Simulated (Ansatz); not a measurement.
**GdN (Fm-3m): equation of state**

The task here is to estimate one member of a computed series from the others.

Program: Ansatz 0.2.0. Level of theory: DFT PBE+U (U_eff = 6 eV on Gd 4f), scalar-relativistic, plane waves, PAW. These are calculated values, not measurements.

### The system as given

The structure is cubic, space group Fm-3m (No. 225). Conventional cell: a = 5.002 Å, b = 5.002 Å, c = 5.002 Å, α = 90.00°, β = 90.00°, γ = 90.00°. Gd (site symmetry m-3m) has 6 N at 2.50 Å as nearest neighbours. N (site symmetry m-3m) has 6 Gd at 2.50 Å as nearest neighbours.

As a file:

```
CELL_PARAMETERS angstrom
0.00000 2.50101 2.50101
2.50101 0.00000 2.50101
2.50101 2.50101 0.00000
ATOMIC_POSITIONS crystal
Gd 0.00000 0.00000 0.00000
N 0.50000 0.50000 0.50000
```

This cell comes from an earlier session at PBE+U (U_eff = 6 eV on Gd 4f): 15.644 Å³/atom at 0.00 GPa, on a 10×10×10 mesh.

Volume factors to run: 0.980, 1.020, 0.960, 1.040.

The first run:

Input file input.yaml:

```yaml
crystal:
  lattice:
    - [0.0, 2.4842286553, 2.4842286553]
    - [2.4842286553, 0.0, 2.4842286553]
    - [2.4842286553, 2.4842286553, 0.0]
  atoms:
    - { symbol: Gd, position: [0.0, 0.0, 0.0], spin: 7.63 }
    - { symbol: "N", position: [0.5, 0.5, 0.5] }
basis:
  ecutwfc: 420
  ecutrho_ratio: 4
kpoints:
  mp_grid: { grid: [10, 10, 10] }
hamiltonian:
  xc: pbe
  hubbard:
    sites:
      - { species: Gd, l: f, u_eff: 6.0, starting_ns: start.occupation_matrices }
    ns_hold: { iters: 6 }
scf:
  occupations: { method: gaussian, width: 0.05 }
  lower_state_search: "off"
output:
  forces: true
  stress: true
  eigenvalues: true
  populations: true
  hubbard: { sites: [{ species: Gd, l: f }] }
magnetization:
  spin_polarized: true
```

start.occupation_matrices holds the open shells' occupation matrices from the neighbouring geometry.

On the command line:

```
ansatz run input.yaml --threads 2 --pin off --max-ram 5120MiB --backend cpu --events-out ev --progress --plain --runs-dir out
```

Steps of the session up to this table: Volume × 0.980; At 1.020 of the relaxed volume; Volume × 0.960; Scaling the volume by 1.040.

One table of the session follows, with a row left open; its other results are not shown here.

It belongs to the step «Energy and pressure against volume». 

| volume (Å³/atom) | energy (meV/atom) | pressure (GPa) | moment of atom 1 (μB) |
| --- | --- | --- | --- |
| 15.018 | 12.55 | 6.65 | 6.92 |
| 15.331 | 3.01 | 3.15 | 6.93 |
| 15.644 | 0.00 | 0.00 | 6.94 |
| 15.957 | ? | ? | ? |
| 16.270 | 10.92 | -5.40 | 6.95 |

**Question.** Estimate the row for volume (Å³/atom) = 15.957.

Worked estimate for «energy (meV/atom)». A straight line through the neighbours (15.644, 0.00) and (16.270, 10.92) gives 0.00 + (10.92 − 0.00) × (15.957 − 15.644) / (16.270 − 15.644) = 5.46; a parabola fitted to 3 rows on both sides gives 2.64.

The run gave: energy (meV/atom): 2.83; pressure (GPa): -2.84; moment of atom 1 (μB): 6.94. In «energy (meV/atom)» the line misses by +2.63 and the parabola by -0.19.

Limits of these values: Warnings in the runs' records: filled band counts differ across k points, stability check not made.
